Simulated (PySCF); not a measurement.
# C₅H₉FO: magnetic properties

Wanted: magnetic properties for C₅H₉FO (`CCO/C=C\CF`).

Programs: PySCF 2.14.0, with routines of our own; each step states its level. All values are computed. Atoms count from 0.

### Step 1. The starting structure

16 atoms, charge 0, multiplicity 1; geometry from: GFN2-xTB.

### Step 2. Magnetic properties: GIAO BHandHLYP/pcSseg-1

What the job is given:

```
{"job": {"kind": "mag", "xc": "BHandHLYP", "basis": "pcSseg-1", "isotopologues": 2}, "charge": 0, "multiplicity": 1}
C     -2.439743    -1.043166    -0.052870
C     -1.585067    -0.001147    -0.754993
O     -0.288506    -0.030774    -0.185136
C      0.568166     0.931733    -0.603322
C      1.846085     0.963008    -0.243633
C      2.484198    -0.069375     0.626275
F      3.715650    -0.434068     0.122114
H     -2.002355    -2.029558    -0.179231
H     -3.442235    -1.041573    -0.470684
H     -2.494956    -0.822315     1.009456
H     -1.522897    -0.220099    -1.830419
H     -2.023084     0.999350    -0.631274
H      0.147890     1.705300    -1.237960
H      2.481429     1.761267    -0.588894
H      1.871971    -0.973787     0.678833
H      2.675856     0.314147     1.636865
```

Level: GIAO BHandHLYP/pcSseg-1 magnetisability, rotational g tensor and spin-rotation constants, non-relativistic, gas phase.

The run is started by

```
> OMP_NUM_THREADS=1 python excited_run.py task.json out
```

One launch serves the whole session: the jobs run in the order shown.

The program printed:

```text
coarse grid: 13184 points
cycle   1  E = -370.6048480188  dE =  9.765e-01  |g| = 6.659e-01  |ddm| = 3.328e+00
cycle   2  E = -370.6127574336  dE = -7.909e-03  |g| = 6.933e-01  |ddm| = 8.655e-01
cycle   3  E = -370.6879897032  dE = -7.523e-02  |g| = 6.389e-02  |ddm| = 4.690e-01
cycle   4  E = -370.6885067537  dE = -5.171e-04  |g| = 3.688e-02  |ddm| = 5.997e-02
cycle   5  E = -370.6887981061  dE = -2.914e-04  |g| = 9.140e-03  |ddm| = 3.268e-02
cycle   6  E = -370.6888148496  dE = -1.674e-05  |g| = 2.134e-03  |ddm| = 9.008e-03
cycle   7  E = -370.6888160038  dE = -1.154e-06  |g| = 4.757e-04  |ddm| = 1.890e-03
final grid: 127200 points
cycle   8  E = -370.7355529771  dE = -1.922e-05  |g| = 3.728e-03  |ddm| = 1.297e-02
cycle   9  E = -370.7355535620  dE = -5.849e-07  |g| = 3.562e-03  |ddm| = 4.819e-03
cycle  10  E = -370.7355558537  dE = -2.292e-06  |g| = 3.902e-04  |ddm| = 2.149e-03
cycle  11  E = -370.7355558769  dE = -2.316e-08  |g| = 1.327e-04  |ddm| = 3.561e-04
cycle  12  E = -370.7355558805  dE = -3.683e-09  |g| = 4.544e-05  |ddm| = 1.457e-04
cycle  13  E = -370.7355558810  dE = -4.278e-10  |g| = 6.572e-06  |ddm| = 3.580e-05
converged SCF energy = -370.7355558810

Magnetisability tensor (1e-30 J/T^2)
    -1108.87       23.59       25.09
       23.59    -1003.89      -48.26
       25.09      -48.26    -1061.42
isotropic -1058.06   principal values   -1134.06  -1064.19   -975.94
isotropic susceptibility -63.718 1e-6 cm^3/mol

Inertial axes            a          b          c
rot. const./GHz      7.3141     1.0111     0.9250
chi total           -66.198    -58.879    -66.076
chi diamagnetic    -264.247  -1253.031  -1369.745
chi paramagnetic    198.049   1194.151   1303.668
quadrupole/D A       -2.535      3.452     -0.917
g nuclear            0.6533     0.5583     0.5626
g electronic        -0.6805    -0.5672    -0.5665
g total             -0.0272    -0.0089    -0.0039

Spin-rotation constants (kHz, H = +C I.J)
atom  isotope        aa         bb         cc
  6    19F        2.416      0.093      0.318
  7     1H       -0.724     -0.019     -0.071
  8     1H        0.088     -0.109     -0.103
  9     1H       -0.811     -0.103      0.015
 10     1H       -0.768     -0.097      0.042
 11     1H       -0.636     -0.010     -0.058
 12     1H       -0.545      0.064     -0.102
 13     1H       -0.254      0.022     -0.113
 14     1H       -0.349      0.018     -0.082
 15     1H       -0.630     -0.091      0.043
  0    13C*       0.973      0.137      0.141
  1    13C*       1.213      0.235      0.235
  2    17O*      -1.475     -0.124     -0.085
  3    13C*       2.312      0.501      0.218
  4    13C*       2.085      0.418      0.148
  5    13C*       1.518      0.271      0.205
* in the singly substituted isotopologue

Isotopologues: g along a, b, c
2H    at 7,8,9,10,11,12    -0.0212    -0.0082    -0.0036
13C   at 0                 -0.0269    -0.0088    -0.0039
```

Run time: 34 s. Hardware: 1 thread of Arm Neoverse N1, shared host; peak memory 0.77 GiB.

In short:

| quantity | value |
| --- | --- |
| magnetisability | -1058·10⁻³⁰ J/T² |
| molar susceptibility | -63.7·10⁻⁶ cm³/mol |
| rotational g (a, b, c) | -0.0272, -0.0089, -0.0039 |

### Step 3. Magnetic properties: GIAO mPW1PW91/6-311G**, grid 3

The job, as its differences from that of step 2:

```diff
@@ -1,2 +1,2 @@
-{"job": {"kind": "mag", "xc": "BHandHLYP", "basis": "pcSseg-1", "isotopologues": 2}, "charge": 0, "multiplicity": 1}
+{"job": {"kind": "mag", "xc": "mPW1PW91", "basis": "6-311G**", "grid": 3}, "charge": 0, "multiplicity": 1}
 C     -2.439743    -1.043166    -0.052870
```

Level: GIAO mPW1PW91/6-311G** magnetisability, rotational g tensor and spin-rotation constants, non-relativistic, gas phase.

The program printed:

```text
coarse grid: 13184 points
cycle   1  E = -370.8895244894  dE =  8.173e-01  |g| = 7.071e-01  |ddm| = 2.981e+00
cycle   2  E = -370.8216648491  dE =  6.786e-02  |g| = 9.727e-01  |ddm| = 1.262e+00
cycle   3  E = -370.9776369334  dE = -1.560e-01  |g| = 1.018e-01  |ddm| = 7.759e-01
cycle   4  E = -370.9791398417  dE = -1.503e-03  |g| = 5.275e-02  |ddm| = 9.343e-02
cycle   5  E = -370.9796844572  dE = -5.446e-04  |g| = 1.616e-02  |ddm| = 4.417e-02
cycle   6  E = -370.9797430465  dE = -5.859e-05  |g| = 3.645e-03  |ddm| = 1.460e-02
cycle   7  E = -370.9797461968  dE = -3.150e-06  |g| = 6.958e-04  |ddm| = 2.752e-03
final grid: 187208 points
cycle   8  E = -370.9842278489  dE = -4.073e-05  |g| = 7.363e-03  |ddm| = 2.531e-02
cycle   9  E = -370.9842198729  dE =  7.976e-06  |g| = 1.001e-02  |ddm| = 9.768e-03
cycle  10  E = -370.9842380231  dE = -1.815e-05  |g| = 1.402e-03  |ddm| = 6.252e-03
cycle  11  E = -370.9842384209  dE = -3.978e-07  |g| = 2.815e-04  |ddm| = 1.226e-03
cycle  12  E = -370.9842384345  dE = -1.360e-08  |g| = 1.575e-04  |ddm| = 3.107e-04
cycle  13  E = -370.9842384401  dE = -5.605e-09  |g| = 1.980e-05  |ddm| = 1.204e-04
cycle  14  E = -370.9842384401  dE = -7.458e-11  |g| = 8.529e-06  |ddm| = 1.695e-05
converged SCF energy = -370.9842384401

Magnetisability tensor (1e-30 J/T^2)
    -1089.80       26.80       25.09
       26.80     -990.99      -50.25
       25.09      -50.25    -1050.01
isotropic -1043.60   principal values   -1120.23  -1049.33   -961.24
isotropic susceptibility -62.847 1e-6 cm^3/mol

Inertial axes            a          b          c
rot. const./GHz      7.3141     1.0111     0.9250
chi total           -65.029    -58.035    -65.477
chi diamagnetic    -263.246  -1251.534  -1368.321
chi paramagnetic    198.217   1193.499   1302.844
quadrupole/D A       -2.016      3.130     -1.114
g nuclear            0.6533     0.5583     0.5626
g electronic        -0.6811    -0.5669    -0.5661
g total             -0.0278    -0.0086    -0.0036

Spin-rotation constants (kHz, H = +C I.J)
atom  isotope        aa         bb         cc
  6    19F        2.739      0.111      0.350
  7     1H       -0.731     -0.020     -0.072
  8     1H        0.095     -0.111     -0.104
  9     1H       -0.820     -0.105      0.015
 10     1H       -0.771     -0.098      0.044
 11     1H       -0.637     -0.009     -0.057
 12     1H       -0.540      0.066     -0.102
 13     1H       -0.239      0.021     -0.115
 14     1H       -0.340      0.018     -0.083
 15     1H       -0.638     -0.092      0.044
  0    13C*       0.942      0.131      0.136
  1    13C*       1.179      0.233      0.234
  2    17O*      -1.587     -0.130     -0.090
  3    13C*       2.279      0.476      0.216
  4    13C*       2.051      0.397      0.145
  5    13C*       1.502      0.268      0.201
* in the singly substituted isotopologue
```

Run time: 48 s. Hardware: 1 thread of Arm Neoverse N1, shared host; peak memory 0.78 GiB.

From this job:

| quantity | value |
| --- | --- |
| magnetisability | -1044·10⁻³⁰ J/T² |
| molar susceptibility | -62.8·10⁻⁶ cm³/mol |
| rotational g (a, b, c) | -0.0278, -0.0086, -0.0036 |

### Step 4. The levels compared

| level | ξ (10⁻³⁰ J/T²) | g(a) | g(b) | gap (eV) | functions | time |
| --- | --- | --- | --- | --- | --- | --- |
| GIAO BHandHLYP/pcSseg-1 | -1058 | -0.0272 | -0.0089 | 9.33 | 164 | 34 s |
| GIAO mPW1PW91/6-311G**, grid 3 | -1044 | -0.0278 | -0.0086 | 7.17 | 180 | 48 s |

### Step 5. Outcome

```
                                                quantity                      value
       magnetisability (step 2, GIAO BHandHLYP/pcSseg-1)           -1058·10⁻³⁰ J/T²
  molar susceptibility (step 2, GIAO BHandHLYP/pcSseg-1)         -63.7·10⁻⁶ cm³/mol
rotational g (a, b, c) (step 2, GIAO BHandHLYP/pcSseg-1)  -0.0272, -0.0089, -0.0039
                         magnetisability over the levels  -1058 to -1044·10⁻³⁰ J/T²
```

What this shows: The magnetisability spreads by 1.4 % over 2 levels, from GIAO BHandHLYP/pcSseg-1 (34 s) to GIAO mPW1PW91/6-311G**, grid 3 (48 s); the runs took 34 s to 48 s. Two levels can agree by chance, so this spread shows no convergence. Vibrational averaging and real surroundings are missing from these values.
